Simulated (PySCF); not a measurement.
**RbLi (SMILES [Li][Rb]) at 6 levels**

Aim: a comparison of 6 runs (B2PLYP/STO-3G, PBE0/STO-3G, SVWN5/STO-3G, r2SCAN/STO-3G, CCSDTQ/STO-3G, NEVPT2(2,2)/STO-3G) of RbLi. Input form: a Python script.

The results are computed with PySCF 2.14.0.

1 further run of the same task is left out (set aside as unsound or not needed).

## Step 1: The system as given

The species is RbLi (2 atoms), meant as a singlet with charge 0. As SMILES, `[Li][Rb]`. The coordinates come from a PBE0-D4/def2-TZVP relaxation.

Bond lengths: Li1–Rb2 3.553 Å.

## Step 2: A single-point energy at B2PLYP/STO-3G (run 1)

The input, run.py:

```python
from pyscf import gto, dft, mp

system = gto.M(
    atom='''
Li       0.000000       0.000000      -0.201360
Rb       0.000000       0.000000       3.351730
''',
    charge=0,
    max_memory=1860,
    basis='sto-3g',
    verbose=4,
)

ks = dft.RKS(system, xc='0.53*HF + 0.47*B88, 0.73*LYP')
ks.conv_tol = 1e-10
ks.grids.level = 5
ks.kernel()
if not ks.converged:
    ks = ks.newton().run(ks.mo_coeff, ks.mo_occ)

pt = mp.MP2(ks, frozen=14).run()
etot = ks.e_tot + 0.27 * pt.e_corr
print('PT2 part  %.8f' % (0.27 * pt.e_corr))
print('E(%s) = %.9f' % ('B2PLYP', etot))
```

The run is started by

```bash
OMP_NUM_THREADS=1 python run.py
```

The program printed:

```text
PySCF version 2.14.0

[INPUT] num. atoms = 2
[INPUT] num. electrons = 40
[INPUT] charge = 0
[INPUT] spin (= nelec alpha-beta = 2S) = 0
[INPUT] symmetry False subgroup None
[INPUT] Mole.unit = angstrom
[INPUT] Symbol           X                Y                Z      unit          X                Y                Z       unit  Magmom
[INPUT]  1 Li     0.000000000000   0.000000000000  -0.201360000000 AA    0.000000000000   0.000000000000  -0.380515252442 Bohr   0.0
[INPUT]  2 Rb     0.000000000000   0.000000000000   3.351730000000 AA    0.000000000000   0.000000000000   6.333851743488 Bohr   0.0

nuclear repulsion = 16.5317147643657
number of shells = 13
number of NR pGTOs = 81
number of NR cGTOs = 27
basis = sto-3g
ecp = {}

[... 49 lines left out ...]
converged SCF energy = -2916.14800395218
[... 1 line left out ...]
******** <class 'pyscf.mp.mp2.RMP2'> ********
nocc = 6, nmo = 13
frozen orbitals 14
E(RMP2) = -2916.19194094061  E_corr = -0.0439369884274518
E(SCS-RMP2) = -2916.19599956317  E_corr = -0.0479956109863524
E_corr(same-spin) = -0.00545627899221905
E_corr(oppo-spin) = -0.0384807094352328
PT2 part  -0.01186299
E(B2PLYP) = -2916.159866939
```

Wall time 1.9 s (1 thread of Arm Neoverse V1, shared host); peak memory 0.2 GiB.

## Step 3: A single-point energy at PBE0/STO-3G (run 2)

The input, run.py:

```python
# LiRb
from pyscf import gto, dft

mol = gto.M(
    atom='''
Li     0.000000     0.000000    -0.380515
Rb     0.000000     0.000000     6.333852
''',
    verbose=3,
    unit='bohr',
    basis='sto-3g',
    max_memory=1860,
)

myscf = dft.RKS(mol, xc='pbe0')
myscf.grids.level = 5
myscf.conv_tol = 1e-10
myscf.kernel()
if not myscf.converged:
    myscf = myscf.newton().run(myscf.mo_coeff, myscf.mo_occ)

e_tot = myscf.e_tot
print(f'total energy: {e_tot:.8f} hartree')
```

The run is started by

```bash
OMP_NUM_THREADS=1 python run.py
```

The program printed:

```text
converged SCF energy = -2916.24293426655
total energy: -2916.24293427 hartree
```

Run time: 1.9 s. Hardware: 1 thread of Arm Neoverse V1, shared host; peak memory 0.2 GiB.

## Step 4: The energy at SVWN5/STO-3G (run 3)

The input, input.py:

```python
from pyscf import gto, dft

mol = gto.Mole()
mol.atom = 'Li -0.000000 0.000000 -0.201360; Rb 0.000000 -0.000000 3.351730'
mol.basis = 'sto-3g'
mol.max_memory = 1860
mol.verbose = 3
mol.build()

mf = dft.RKS(mol, xc='svwn')
mf.grids.level = 5
mf.conv_tol = 1e-10
mf.kernel()
if not mf.converged:
    mf = mf.newton().run(mf.mo_coeff, mf.mo_occ)

e_final = mf.e_tot
print('E = %.10f Eh' % e_final)
```

The run is started by

```bash
OMP_NUM_THREADS=1 python input.py
```

The program printed:

```text
converged SCF energy = -2912.36125149287
E = -2912.3612514929 Eh
```

It took 1.5 s on 1 thread of Arm Neoverse V1, shared host; peak memory 0.14 GiB.

Runs 4 to 5 aren't shown in full; the table further down has their settings and results.

## Step 5: A single-point energy at NEVPT2(2,2)/STO-3G (run 6)

The input, run.py:

```python
import numpy
from pyscf import gto, scf, mp, mcscf, mrpt

mol = gto.Mole()
mol.atom = 'Li -0.000000 0.000000 -0.201360; Rb 0.000000 -0.000000 3.351730'
mol.max_memory = 1860
mol.basis = 'sto-3g'
mol.verbose = 4
mol.build()

mf = mol.RHF()
mf.conv_tol = 1e-10
mf.kernel()
if not mf.converged:
    mf = mf.newton().run(mf.mo_coeff, mf.mo_occ)

pt = mp.MP2(scf.addons.convert_to_uhf(mf)).run()
noons, natorbs = mcscf.addons.make_natural_orbitals(pt)
print('natural occupations', numpy.round(noons[:40], 4))
cas = mcscf.CASSCF(mf, 2, 2)
cas.fix_spin_(ss=0.0)
cas.natorb = True
cas.kernel(natorbs)
e_pt2 = mrpt.NEVPT(cas).kernel()
e_tot = cas.e_tot + e_pt2
print('Final energy', e_tot)
```

The run is started by

```bash
OMP_NUM_THREADS=1 python run.py
```

The program printed:

```text
PySCF version 2.14.0

[INPUT] num. atoms = 2
[INPUT] num. electrons = 40
[INPUT] charge = 0
[INPUT] spin (= nelec alpha-beta = 2S) = 0
[INPUT] symmetry False subgroup None
[INPUT] Mole.unit = angstrom
[INPUT] Symbol           X                Y                Z      unit          X                Y                Z       unit  Magmom
[INPUT]  1 Li     0.000000000000   0.000000000000  -0.201360000000 AA    0.000000000000   0.000000000000  -0.380515252442 Bohr   0.0
[INPUT]  2 Rb     0.000000000000   0.000000000000   3.351730000000 AA    0.000000000000   0.000000000000   6.333851743488 Bohr   0.0

nuclear repulsion = 16.5317147643657
number of shells = 13
number of NR pGTOs = 81
number of NR cGTOs = 27
basis = sto-3g
ecp = {}

[... 35 lines left out ...]
converged SCF energy = -2915.02534949871
[... 33 lines left out ...]
sorting_mo_energy = False
[... 20 lines left out ...]
1-step CASSCF converged in   3 macro ( 22 JK   7 micro) steps
[... 2 lines left out ...]
Natural orbital (expansion on meta-Lowdin AOs) in CAS space
[... 9 lines left out ...]
CASSCF energy = -2915.03939399878
[... 2 lines left out ...]
******** <class 'pyscf.mrpt.nevpt2.NEVPT'> ********
NEVPT2 (1e+1e, 2o), ncore = 19, nvir = 6
root = 0
Natural occ [1.86635 0.13365]
Natural orbital (expansion on meta-Lowdin AOs) in CAS space
               #1        #2
0 Li 1s          0.00711   0.00579
0 Li 2s         -0.94458  -0.24116
0 Li 2px         0.00000   0.00000
[... 23 lines of this table left out ...]
1 Rb 3dx2-y2    -0.00000  -0.00000
<CAS-nat-orb|mo-hf>  20     20      -0.99850723
<CAS-nat-orb|mo-hf>  21     21       0.88637412
<CAS-nat-orb|mo-hf>  21     24      -0.46026013
Sr    (-1)',   E = -0.00000000000001
Si    (+1)',   E = -0.00000000000017
Sijrs (0)  ,   E = -0.01579400772090
Sijr  (+1) ,   E = -0.00096848874605
Srsi  (-1) ,   E = -0.00109385262736
Srs   (-2) ,   E = -0.00546377151879
Sij   (+2) ,   E = -0.00001961497790
Sir   (0)' ,   E = -0.00033503618720
Nevpt2 Energy = -0.023674771778387
Final energy -2915.0630687705584
```

Wall time 1.1 s (1 thread of Arm Neoverse V1, shared host); peak memory 0.12 GiB.

## Step 6: All runs side by side

```csv
run,level,frozen core orbitals,integration grid,energy (Eh),dipole moment (D) of the reference,HOMO energy (eV),LUMO energy (eV),wall time
1,B2PLYP/STO-3G,14,5,-2916.159867,10.14,-1.01,3.37,1.9 s
2,PBE0/STO-3G,–,5,-2916.242934,9.63,-0.68,2.29,1.9 s
3,SVWN5/STO-3G,–,5,-2912.361251,8.23,-0.28,1.30,1.5 s
4,r2SCAN/STO-3G,–,5,-2916.562029,9.82,0.00,2.02,2.7 s
5,CCSDTQ/STO-3G,14,–,-2915.077677,11.34,-1.65,5.42,32 s
6,"NEVPT2(2,2)/STO-3G",–,–,-2915.063069,11.34,-1.65,5.42,1.1 s
```

## Step 7: Results

| quantity | value |
| --- | --- |
| run 6: total energy | -2915.06307 Eh |
| run 6: dipole moment (Hartree–Fock density) | 11.34 D |
| run 6: HOMO energy (Hartree–Fock orbitals) | -1.65 eV |
| run 6: LUMO energy (Hartree–Fock orbitals) | 5.42 eV |
| run 6: HOMO–LUMO gap (Hartree–Fock orbitals) | 7.07 eV |

In words: Over runs 1, 2, 3, 4 the dipole moment (its size) runs from 8.23 D (SVWN5/STO-3G) to 10.14 D (B2PLYP/STO-3G). A double hybrid's value is that of its SCF part. Over runs 1, 2, 3, 4 the HOMO–LUMO gap runs from 1.58 eV (SVWN5/STO-3G) to 4.38 eV (B2PLYP/STO-3G). Totals of different functionals can't be ranked against each other. In runs 1, 2, 3, 4, 5, 6 the basis is minimal, so the values are rough. In runs 1, 2, 3, 4, 5, 6 relativity is left out where basis or elements ask for it. All runs together took 41 s, the longest 32 s.
